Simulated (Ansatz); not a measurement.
**C2H5Cl2InN radical: small, medium and large basis sets**

An exercise on one series of results from a longer session: the logs are not shown, and one member is left open.

Computed with Ansatz 0.2.0, Gaussian basis. Level: one geometry, several basis sets.

Plan: PBE0-D4/def2-SVP; ωB97M-V/def2-SVP; PBE0-D4/def2-QZVPP; ωB97M-V/def2-QZVPP; the functionals' def2-TZVPP values are taken from earlier runs.

**The geometry**

The geometry comes from an earlier relaxation with PBE0-D4 in a triple-zeta def2 set; it is a stationary point, not always the lowest conformer. In takes the def2 core potential; no spin-orbit term is included.

SMILES `[CH2][N](C)[In]([Cl])[Cl]`, 11 atoms, charge 0, spin multiplicity 2.

Atoms are counted from 1 here; the program's logs count them from 0.

Bond lengths: C1–N2 1.261 Å, C1–H7 1.088 Å, C1–H8 1.093 Å, N2–C3 1.445 Å, N2–In4 2.359 Å, C3–H9 1.092 Å, C3–H10 1.092 Å, C3–H11 1.094 Å, In4–Cl5 2.387 Å, In4–Cl6 2.392 Å. Angles: N2–C1–H7 119.0°, N2–C1–H8 121.5°, H7–C1–H8 119.5°, C1–N2–C3 120.8°, C1–N2–In4 121.1°, C3–N2–In4 118.0°, N2–C3–H9 109.1°, N2–C3–H10 108.4°, N2–C3–H11 112.0°, H9–C3–H10 107.5°, H9–C3–H11 109.5°, H10–C3–H11 110.2°, N2–In4–Cl5 92.8°, N2–In4–Cl6 94.0°, Cl5–In4–Cl6 116.2°.

The first run:

in.yaml reads:

```yaml
crystal:
  periodic: [false, false, false]
  atoms:
    - {symbol: C, position_ang: [-0.481999, -1.227156, 0.573828]}
    - {symbol: N, position_ang: [0.091786, -0.152583, 0.248588]}
    - {symbol: C, position_ang: [1.403576, -0.168253, -0.357695]}
    - {symbol: In, position_ang: [-0.999485, 1.926317, 0.474681]}
    - {symbol: Cl, position_ang: [-0.628965, 2.503845, -1.812050]}
    - {symbol: Cl, position_ang: [-3.120838, 0.946684, 0.987903]}
    - {symbol: H, position_ang: [-1.479362, -1.183328, 1.006520]}
    - {symbol: H, position_ang: [-0.004461, -2.197979, 0.419841]}
    - {symbol: H, position_ang: [2.095489, 0.395277, 0.272416]}
    - {symbol: H, position_ang: [1.345191, 0.343437, -1.320550]}
    - {symbol: H, position_ang: [1.779069, -1.186252, -0.493463]}
basis:
  gaussian: {orbitals: def2-SVP}
magnetization: {spin_polarized: true, initial_magnetization: 1}
hamiltonian: {xc: pbe0, dispersion: d4}
output: {orbitals: {seedname: orbitals}}
```

Steps of the session up to this table: PBE0-D4 in def2-SVP; ωB97M-V in def2-SVP; PBE0-D4 in def2-QZVPP; ωB97M-V in def2-QZVPP.

One of the session's tables, all rows but one given; the rest of the session is left out.

It belongs to the step «Functionals by basis». 

```
functional       basis  HOMO (eV)  LUMO (eV)
   PBE0-D4    def2-SVP      -5.83      -3.13
   PBE0-D4  def2-TZVPP      -6.00      -3.29
   PBE0-D4  def2-QZVPP      -6.02      -3.33
   ωB97M-V    def2-SVP      -7.77      -1.43
   ωB97M-V  def2-TZVPP          ?          ?
   ωB97M-V  def2-QZVPP      -8.02      -1.70
```

**Question.** Estimate the row for ωB97M-V, def2-TZVPP.

The run gave: HOMO (eV): -7.99; LUMO (eV): -1.63. In the column «HOMO (eV)» it lies between ωB97M-V, def2-QZVPP (-8.02) and ωB97M-V, def2-SVP (-7.77).
